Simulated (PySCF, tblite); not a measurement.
# C₄H₁₁NOSi₃: geometry, infrared bands and NMR shifts

Aim: predict the infrared bands and NMR shifts of C₄H₁₁NOSi₃ (`COC[Si]1(C#N)[SiH2]C[SiH2]1`).

Programs: tblite 0.8.0 and PySCF 2.14.0, with density-fitted response routines of our own. Each step states its level of theory. These are calculated values for one molecule in the gas phase, unless marked as measured. Atoms count from 0, in the outputs and in this text.

## 1. Starting geometry

20 atoms, charge 0, multiplicity 1; geometry from: force field or distance geometry start.

Bonds of the start (Å): C0–O1 1.40, O1–C2 1.39, C2–Si3 1.84, Si3–C4 1.82, C4–N5 1.14, Si3–Si6 2.20, Si6–C7 1.89, C7–Si8 1.88, Si8–Si3 2.24, C0–H9 1.10, C0–H10 1.12, C0–H11 1.10, C2–H12 1.11, C2–H13 1.11, Si6–H14 1.46, Si6–H15 1.45, C7–H16 1.10, C7–H17 1.10, Si8–H18 1.45, Si8–H19 1.47.

## 2. Geometry optimisation with GFN2-xTB

Job settings and geometry (Å):

```
{"job": {"kind": "relax", "xc": "GFN2-xTB", "basis": "xTB"}, "charge": 0, "multiplicity": 1}
C      3.305900    -0.505200    -0.365600
O      1.940500    -0.516500    -0.067500
C      1.431000     0.750600     0.165200
Si    -0.357300     0.561200     0.543300
C     -0.938900     1.285700     2.108900
N     -1.304300     1.746600     3.079800
Si    -1.829100     0.724700    -1.083300
C     -2.851700    -0.526500    -0.108400
Si    -1.233600    -1.461000     0.125900
H      3.664600    -1.528200    -0.525600
H      3.818200    -0.018600     0.502000
H      3.427000     0.169900    -1.223100
H      1.641200     1.413400    -0.700800
H      2.003300     1.166100     1.027000
H     -1.465900     0.165600    -2.379500
H     -2.483200     2.014700    -1.234100
H     -3.201200    -0.059700     0.825800
H     -3.592900    -1.023200    -0.752600
H     -1.190500    -2.383100     1.240800
H     -0.788000    -1.965800    -1.181300
```

On the command line:

```bash
OMP_NUM_THREADS=1 python probes_run.py task.json out
```

One launch serves the whole session: the jobs run in the order shown.

**Question.** This job is followed by: GFN2-xTB harmonic vibrations, gas phase; GIAO PBE0/pcSseg-1 NMR shielding, non-relativistic, gas phase. What will the session give for the following? strongest single infrared mode (GFN2-xTB); zero-point energy (GFN2-xTB); ¹³C shifts against TMS (PBE0/pcSseg-1); ¹H shifts against TMS (PBE0/pcSseg-1, means over atoms taken as alike); ¹⁷O shifts against H2O (PBE0/pcSseg-1); ²⁹Si shifts against TMS (PBE0/pcSseg-1, means over atoms taken as alike); ¹⁵N shifts against NH3 (PBE0/pcSseg-1); surface potential, 1st and 99th percentile.

The runs gave:

| quantity | value |
| --- | --- |
| strongest single infrared mode (GFN2-xTB) | 2204 cm⁻¹, 692 km/mol |
| zero-point energy (GFN2-xTB) | 85.1 kcal/mol |
| ¹³C shifts against TMS (PBE0/pcSseg-1) | 123.6, 67.6, 65.3, -9.6 ppm |
| ¹H shifts against TMS (PBE0/pcSseg-1, means over atoms taken as alike) | 4.85, 4.81, 3.61, 3.57, 0.69, 0.66 ppm |
| ¹⁷O shifts against H2O (PBE0/pcSseg-1) | 5.0 ppm |
| ²⁹Si shifts against TMS (PBE0/pcSseg-1, means over atoms taken as alike) | -27.7, -44.7 ppm |
| ¹⁵N shifts against NH3 (PBE0/pcSseg-1) | 375.4 ppm |
| surface potential, 1st and 99th percentile | -1.75 V and 1.15 V |

What this shows: Over 199 steps the energy fell by 1.471 eV; of the close pairs, Si3–Si6 changed most, 2.200 to 2.355 Å. No mode is imaginary among the 54: a minimum at this level. The strongest single mode, at 2204 cm⁻¹, moves mainly H18. Unscaled tight-binding wavenumbers are off by several per cent, some by more. Its intensities can rank the bands wrongly. C4 (nitrile carbon) lies farthest downfield among carbon, at 123.6 ppm; typical of a nitrile. At PBE0/pcSseg-1: The widest tensor belongs to N5: span 563 ppm, with a paramagnetic part of -446 ppm. By nearest atom (PBE0/pcSseg-1), the HOMO sits on Si3 31 %; Si6, Si8 about 18 % each and the LUMO on Si3 24 %; C4 10 %.
